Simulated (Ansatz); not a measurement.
AlBrH3 (charge -1), SMILES [AlH3-][Br], a ladder of basis sets

Computed with the Python package of Ansatz (0.2.0).

At the Python prompt:
```pycon
>>> import ansatz as az
>>> from ase import Atoms
>>> SETTINGS = {
...     "xc": "b3lyp",
...     "charge": -1,
... }
>>> atoms = Atoms(["Al", "Br", "H", "H", "H"], positions=[
...     [-0.1551, -0.0059, -0.0051],
...     [2.2156, 0.0836, 0.0727],
...     [-0.6123, -1.2768, -0.8576],
...     [-0.7324, -0.1248, 1.4793],
...     [-0.7158, 1.3239, -0.6894],
... ])
>>> molecule = az.Crystal.molecule_from_ase(atoms)
>>> model = (
...     molecule.calculation()
...     .functional(SETTINGS["xc"])
...     .charge(SETTINGS["charge"])
... )
>>> energies = {}
>>> for basis in ["cc-pVDZ", "cc-pVTZ"]:
...     rep = model.basis(gaussian=basis).run().report
...     size = rep["n_frozen"] + rep["n_occupied"][0] + rep["n_virtual"][0]
...     energies[basis] = (rep["reference_energy_ev"] / 27.211386246, rep["free_energy_ev"] / 27.211386246)
...     print(f"{basis:14s} {size:4d} orbitals  reference {energies[basis][0]:14.6f} Ha  total {energies[basis][1]:14.6f} Ha")
...
cc-pVDZ          60 orbitals  reference   -2818.514738 Ha  total   -2818.514738 Ha
cc-pVTZ         119 orbitals  reference   -2818.612128 Ha  total   -2818.612128 Ha
>>> last = energies["cc-pVTZ"][1]
>>> for basis, (_, total) in energies.items():
...     print(f"{basis:14s} lies {27.211386 * (total - last):9.4f} eV above cc-pVTZ")
...
cc-pVDZ        lies    2.6501 eV above cc-pVTZ
cc-pVTZ        lies    0.0000 eV above cc-pVTZ
```

Against cc-pVDZ: cc-pVTZ -97.4 mHa. The last step alone is -97.39 mHa. From the first set to the last the time grows from 1.6 to 2.8 s.

The drop along the ladder measures the basis error, and is no property of the molecule. The geometry is a force-field or estimated start, not a minimum of this method, and the last set is no limit. Much of the fall in a total is atomic energy, which cancels in bond and reaction energies. b3lyp holds the VWN-RPA fit, as in Gaussian; the form of ORCA and Turbomole is b3lyp5. For Al to Cl the sets with a tight d function, cc-pV(X+d)Z, are usual. Anions want diffuse functions, which this basis lacks. It ran for 4.8 s on 1 thread of Arm Neoverse V2 (shared host), peak memory 0.28 GiB.
